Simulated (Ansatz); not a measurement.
Run this with Ansatz 0.2.0 through its Python package and show what comes out.

The script, `relaxed_scan_bbrh3.py`:
```python
'''One bond of BBrH3(-) held at set lengths while the rest relaxes.'''

import ansatz as az
import numpy as np

GEOMETRY = '''
B    -0.16350   -0.00500   -0.00570
Br    1.84360    0.05680    0.06430
H    -0.50850   -0.88660   -0.72860
H    -0.59310   -0.19750    1.08840
H    -0.57850    1.03230   -0.41840
'''


def main() -> None:
    geometry = az.Crystal.molecule()
    for line in GEOMETRY.strip().splitlines():
        symbol, *xyz = line.split()
        geometry = geometry.atom(symbol, [float(v) for v in xyz])

    setup = (
        geometry.calculation()
        .basis(gaussian='def2-SVP')
        .functional('HF')
        .charge(-1)
    )
    symbols = [site.symbol for site in geometry.cartesian_sites]
    pairs = [(0, 1), (0, 2), (0, 3), (0, 4)]
    print('held (A)   E (eV)        ', '  '.join(f'{symbols[i]}{i}-{symbols[j]}{j}' for i, j in pairs))
    for length in [1.85, 2.01, 2.17, 2.41, 2.71]:
        report = setup.relax(constraints=[az.DistanceConstraint((0, 1), at=length)], force_tolerance=0.02, max_steps=60).run().report
        xyz = np.array(report['positions_ang'])
        print(f'{length:6.2f} {report["free_energy_ev"]:14.5f}  ', '  '.join(f'{np.linalg.norm(xyz[i] - xyz[j]):.3f}' for i, j in pairs))


if __name__ == '__main__':
    main()
```

Running `python relaxed_scan_bbrh3.py` prints:
```text
held (A)   E (eV)         B0-Br1  B0-H2  B0-H3  B0-H4
DeckWarning: relax.constraints: the input's atoms, or those drawn, lie off the distances that are held; a relaxation that starts there is brought onto them ahead of its first SCF, by positions alone, [...]
  1.85   -70709.75129   1.850  1.240  1.240  1.240
  2.01   -70710.25968   2.010  1.232  1.232  1.232
  2.17   -70710.40488   2.170  1.224  1.224  1.224
  2.41   -70710.35176   2.410  1.215  1.215  1.215
  2.71   -70710.17286   2.710  1.208  1.208  1.208
```
(Warnings from the package without file and line, shortened, repeats left out.)

Reading the output:
- Total energies depend on the basis set; only differences at equal settings carry meaning.
- The energies are electronic: no zero-point or thermal terms, and the basis set is short of its limit.
- Anions want diffuse functions, which this basis lacks.
- The whole script took 19 s on 1 thread of Arm Neoverse V1 (shared host), peak memory 0.18 GiB.
